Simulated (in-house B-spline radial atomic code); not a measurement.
# Re⁴³⁺: binding energies from hole states

How much more does a second hole in Re⁴³⁺ cost because of the first?

Method: Dirac-Hartree-Fock, average of configuration, Fermi nucleus, basis-set limit. Code: in-house B-spline radial atomic code version 1.

### Step 1. The system

- element: rhenium (Z = 75)
- charge: +43
- electrons: 32
- configuration: [Ar] 3d10 4s2 4p2
- Hamiltonian: Dirac-Coulomb
- nucleus: Fermi, rms radius 5.370 fm

Outer shells as boxes (Hund's rule):

[Ar] 3d10 4s2 4p2
```
[Ar] core
3d [↑↓][↑↓][↑↓][↑↓][↑↓]
4s [↑↓]
4p [↑ ][↑ ][  ]
```

The boxes draw the filling by Hund's rule, which heavy ions in jj coupling don't follow; these runs average over all states of the configuration.

The run's settings:

```ini
Z = 75
electrons = 32.0
configuration = [Ar] 3d10 4s2 4p2
hamiltonian = dirac
method = hf
spin_polarised = False
nucleus = fermi
rms_radius = 5.3698
mass_number = 187
atomic_mass = 186.955752217
speed_of_light = 137.035999084
```

From the earlier run of the reference: total energy -15479.983737 hartree. Levels, eight at most:

| orbital | occupation | energy (eV) | <r> (bohr) |
| --- | --- | --- | --- |
| 3s1/2 | 2 | -4968.93 | 0.1932 |
| 3p1/2 | 2 | -4719.87 | 0.1836 |
| 3p3/2 | 4 | -4388.93 | 0.1972 |
| 3d3/2 | 4 | -3988.14 | 0.1721 |
| 3d5/2 | 6 | -3916.44 | 0.1763 |
| 4s1/2 | 2 | -2345.29 | 0.3895 |
| 4p1/2 | 0.666667 | -2246.17 | 0.3856 |
| 4p3/2 | 1.33333 | -2140.35 | 0.4052 |

Single holes known from earlier runs (ΔSCF): 1s 74184.5 eV, 2p3/2 12682.5 eV, 3s 4964.92 eV, 3p3/2 4384.92 eV, 3d5/2 3911.26 eV, 4s 2344.88 eV, 4p 2175.22 eV.

### Step 2. The 4s and 4p holes

The run's settings:

```ini
Z = 75
electrons = 30.0
configuration = 1s2 2s2 2p6 3s2 3p6 3d10 4s1 4p1
hamiltonian = dirac
method = hf
spin_polarised = False
nucleus = fermi
rms_radius = 5.3698
mass_number = 187
atomic_mass = 186.955752217
speed_of_light = 137.035999084
```

### Step 3. The 2p3/2 and 3d5/2 holes

In configurations, a minus sign after the shell means j = l − 1/2 and a plus sign j = l + 1/2; the count of electrons follows.

The settings differ from step 2 so:

```diff
@@ -2,3 +2,3 @@
 electrons = 30.0
-configuration = 1s2 2s2 2p6 3s2 3p6 3d10 4s1 4p1
+configuration = 1s2 2s2 2p-2 2p+3 3s2 3p6 3d-4 3d+5 4s2 4p2
 hamiltonian = dirac
```

### Step 4. The 1s and 3p3/2 holes

The settings differ from step 3 so:

```diff
@@ -2,3 +2,3 @@
 electrons = 30.0
-configuration = 1s2 2s2 2p-2 2p+3 3s2 3p6 3d-4 3d+5 4s2 4p2
+configuration = 1s1 2s2 2p6 3s2 3p-2 3p+3 3d10 4s2 4p2
 hamiltonian = dirac
```

### Step 5. The 3s and 3s holes

The settings differ from step 4 so:

```diff
@@ -2,3 +2,3 @@
 electrons = 30.0
-configuration = 1s1 2s2 2p6 3s2 3p-2 3p+3 3d10 4s2 4p2
+configuration = 1s2 2s2 2p6 3p6 3d10 4s2 4p2
 hamiltonian = dirac
```

### Step 6. The 1s and 1s holes

The settings differ from step 5 so:

```diff
@@ -2,3 +2,3 @@
 electrons = 30.0
-configuration = 1s2 2s2 2p6 3p6 3d10 4s2 4p2
+configuration = 2s2 2p6 3s2 3p6 3d10 4s2 4p2
 hamiltonian = dirac
```

What does each hole state cost in eV, and how does that compare with the orbital energies or single holes?

**Answer**, as computed:

| two holes | ΔSCF (eV) | less the two single holes (eV) |
| --- | --- | --- |
| 4s and 4p | 4574.47 | 54.37 |
| 2p3/2 and 3d5/2 | 16747.4 | 153.60 |
| 1s and 3p3/2 | 78735.1 | 165.72 |
| 3s and 3s | 10048.7 | 118.82 |
| 1s and 1s | 149700.3 | 1331.32 |

**Reading.** Two holes cost more than the sum of each, because the second electron leaves a more charged ion. The excess runs from 54.4 eV (4s and 4p) to 1331.3 eV (1s and 1s); it tends to be largest where both holes are compact. Two partly filled shells share a symmetry and can mix in the average, which may lower the energy, in these hole states: 2p3/2 and 3d5/2; 1s and 3p3/2; 2p3/2; 3p3/2. Values are for the free ion, measured from the vacuum level.
